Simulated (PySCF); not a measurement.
# Al₂Br₄H₂O₂: magnetic properties

Aim: compute the magnetic properties of Al₂Br₄H₂O₂.

Programs: PySCF 2.14.0, with routines of our own; each step states its level. All values are computed. Atoms count from 0.

### 1 The system as given

10 atoms, charge 0, multiplicity 1; geometry from: GFN2-xTB.

### 2 Magnetic properties: GIAO BP86/def2-SVP

The job: settings as JSON, then the geometry in Å.

```
{"job": {"kind": "mag", "xc": "BP86", "basis": "def2-SVP"}, "charge": 0, "multiplicity": 1}
Al     1.298940    -0.005310    -0.498660
Br     2.834760     1.287740     0.505320
Br     1.767300    -1.295600    -2.274110
O      0.283710    -0.922480     0.743430
Al    -1.299380     0.004490     0.496840
Br    -1.757940     1.298550     2.273340
Br    -2.841660    -1.287340    -0.497630
O     -0.285760     0.918460    -0.748970
H      0.507270    -1.646040     1.335660
H     -0.507240     1.647530    -1.335210
```

Method: GIAO BP86/def2-SVP magnetisability, rotational g tensor and spin-rotation constants, non-relativistic, gas phase.

Launch:

```sh
OMP_NUM_THREADS=1 python excited_run.py task.json out
```

One launch serves the whole session: the jobs run in the order shown.

The log of the run:

```text
coarse grid: 57336 points
cycle   1  E = -10933.0139309676  dE = -3.303e+00  |g| = 1.051e+00  |ddm| = 3.649e+00
cycle   2  E = -10932.4997983535  dE =  5.141e-01  |g| = 1.926e+00  |ddm| = 2.294e+00
cycle   3  E = -10933.2101175655  dE = -7.103e-01  |g| = 1.979e-01  |ddm| = 1.656e+00
cycle   4  E = -10933.2180525245  dE = -7.935e-03  |g| = 1.101e-01  |ddm| = 4.221e-01
cycle   5  E = -10933.2214632697  dE = -3.411e-03  |g| = 1.295e-02  |ddm| = 1.599e-01
cycle   6  E = -10933.2214986028  dE = -3.533e-05  |g| = 5.231e-03  |ddm| = 2.087e-02
cycle   7  E = -10933.2215048623  dE = -6.260e-06  |g| = 7.474e-04  |ddm| = 6.581e-03
final grid: 109240 points
cycle   8  E = -10933.2214143565  dE =  1.114e-07  |g| = 1.393e-03  |ddm| = 2.480e-03
cycle   9  E = -10933.2214133930  dE =  9.635e-07  |g| = 2.677e-03  |ddm| = 3.003e-03
cycle  10  E = -10933.2214147236  dE = -1.331e-06  |g| = 1.579e-04  |ddm| = 1.941e-03
cycle  11  E = -10933.2214147307  dE = -7.101e-09  |g| = 3.575e-05  |ddm| = 2.437e-04
cycle  12  E = -10933.2214147311  dE = -3.438e-10  |g| = 3.686e-06  |ddm| = 4.898e-05
converged SCF energy = -10933.2214147311

Magnetisability tensor (1e-30 J/T^2)
    -2841.15       -4.27        2.29
       -4.27    -2831.77      -11.20
        2.29      -11.20    -2836.06
isotropic -2836.33   principal values   -2845.58  -2842.03  -2821.37
isotropic susceptibility -170.808 1e-6 cm^3/mol

Inertial axes            a          b          c
rot. const./GHz      0.3938     0.2430     0.1555
chi total          -171.151   -171.365   -169.907
chi diamagnetic   -2634.653  -4154.385  -6341.413
chi paramagnetic   2463.502   3983.020   6171.506
quadrupole/D A      -16.342     -9.520     25.862
g nuclear            0.4530     0.4525     0.4480
g electronic        -0.4557    -0.4547    -0.4510
g total             -0.0028    -0.0022    -0.0030

Spin-rotation constants (kHz, H = +C I.J)
atom  isotope        aa         bb         cc
  0   27Al        0.213      0.091      0.086
  1   79Br        0.316      0.074      0.140
  2   79Br        0.316      0.074      0.140
  4   27Al        0.213      0.091      0.086
  5   79Br        0.317      0.074      0.141
  6   79Br        0.316      0.074      0.140
  8     1H       -0.049     -0.036      0.005
  9     1H       -0.049     -0.036      0.005
  3    17O*      -0.038     -0.027     -0.019
* in the singly substituted isotopologue
```

Wall time 63 s (1 thread of Arm Neoverse V1, shared host); peak memory 0.94 GiB.

In short:

```
              quantity                      value
       magnetisability           -2836·10⁻³⁰ J/T²
  molar susceptibility        -170.8·10⁻⁶ cm³/mol
rotational g (a, b, c)  -0.0028, -0.0022, -0.0030
```

### 3 Magnetic properties: GIAO B97-2/def2-SVP

Settings changed since step 2:

```diff
@@ -1,2 +1,2 @@
-{"job": {"kind": "mag", "xc": "BP86", "basis": "def2-SVP"}, "charge": 0, "multiplicity": 1}
+{"job": {"kind": "mag", "xc": "B97-2", "basis": "def2-SVP"}, "charge": 0, "multiplicity": 1}
 Al     1.298940    -0.005310    -0.498660
```

Level: GIAO B97-2/def2-SVP magnetisability, rotational g tensor and spin-rotation constants, non-relativistic, gas phase.

The log of the run:

```text
coarse grid: 57336 points
cycle   1  E = -10934.6104297903  dE = -3.345e+00  |g| = 8.956e-01  |ddm| = 3.549e+00
cycle   2  E = -10934.4837147850  dE =  1.267e-01  |g| = 1.228e+00  |ddm| = 1.694e+00
cycle   3  E = -10934.7686093666  dE = -2.849e-01  |g| = 9.673e-02  |ddm| = 9.714e-01
cycle   4  E = -10934.7706254574  dE = -2.016e-03  |g| = 5.097e-02  |ddm| = 1.889e-01
cycle   5  E = -10934.7711809828  dE = -5.555e-04  |g| = 5.216e-03  |ddm| = 5.910e-02
cycle   6  E = -10934.7711865811  dE = -5.598e-06  |g| = 2.513e-03  |ddm| = 9.212e-03
final grid: 109240 points
cycle   7  E = -10934.7709831250  dE =  8.814e-07  |g| = 2.910e-03  |ddm| = 7.427e-03
cycle   8  E = -10934.7709810022  dE =  2.123e-06  |g| = 3.933e-03  |ddm| = 9.207e-03
cycle   9  E = -10934.7709858671  dE = -4.865e-06  |g| = 4.336e-04  |ddm| = 5.286e-03
cycle  10  E = -10934.7709858932  dE = -2.610e-08  |g| = 7.026e-05  |ddm| = 3.282e-04
cycle  11  E = -10934.7709858941  dE = -8.513e-10  |g| = 2.630e-06  |ddm| = 5.200e-05
converged SCF energy = -10934.7709858941

Magnetisability tensor (1e-30 J/T^2)
    -2850.40       -3.07        3.03
       -3.07    -2839.99       -8.16
        3.03       -8.16    -2843.65
isotropic -2844.68   principal values   -2851.56  -2850.05  -2832.43
isotropic susceptibility -171.311 1e-6 cm^3/mol

Inertial axes            a          b          c
rot. const./GHz      0.3938     0.2430     0.1555
chi total          -171.725   -171.634   -170.573
chi diamagnetic   -2635.097  -4154.410  -6342.766
chi paramagnetic   2463.372   3982.776   6172.193
quadrupole/D A      -16.619    -10.508     27.128
g nuclear            0.4530     0.4525     0.4480
g electronic        -0.4557    -0.4546    -0.4510
g total             -0.0028    -0.0021    -0.0031

Spin-rotation constants (kHz, H = +C I.J)
atom  isotope        aa         bb         cc
  0   27Al        0.201      0.086      0.083
  1   79Br        0.270      0.062      0.120
  2   79Br        0.270      0.063      0.120
  4   27Al        0.201      0.086      0.083
  5   79Br        0.271      0.062      0.120
  6   79Br        0.270      0.063      0.120
  8     1H       -0.047     -0.035      0.004
  9     1H       -0.047     -0.035      0.004
  3    17O*      -0.036     -0.025     -0.017
* in the singly substituted isotopologue
```

Run time: 74 s. Hardware: 1 thread of Arm Neoverse V1, shared host; peak memory 1.2 GiB.

In short:

| quantity | value |
| --- | --- |
| magnetisability | -2845·10⁻³⁰ J/T² |
| molar susceptibility | -171.3·10⁻⁶ cm³/mol |
| rotational g (a, b, c) | -0.0028, -0.0021, -0.0031 |

### 4 The levels compared

| level | ξ (10⁻³⁰ J/T²) | g(a) | g(b) | gap (eV) | functions | time |
| --- | --- | --- | --- | --- | --- | --- |
| GIAO BP86/def2-SVP | -2836 | -0.0028 | -0.0022 | 5.56 | 202 | 63 s |
| GIAO B97-2/def2-SVP | -2845 | -0.0028 | -0.0021 | 7.41 | 202 | 74 s |

### 5 Results

```
                                           quantity                      value
       magnetisability (step 2, GIAO BP86/def2-SVP)           -2836·10⁻³⁰ J/T²
  molar susceptibility (step 2, GIAO BP86/def2-SVP)        -170.8·10⁻⁶ cm³/mol
rotational g (a, b, c) (step 2, GIAO BP86/def2-SVP)  -0.0028, -0.0022, -0.0030
                    magnetisability over the levels  -2845 to -2836·10⁻³⁰ J/T²
```

In words: Steps that list no spin-orbit terms leave them out, which matters at and beside the heavy atoms. The geometry comes from tight binding, which is rough for metal atoms, and these values hang on it. The magnetisability spreads by 0.3 % over 2 levels of like cost. Two levels can agree by chance, so this spread shows no convergence. Vibrational averaging and real surroundings are missing from these values.
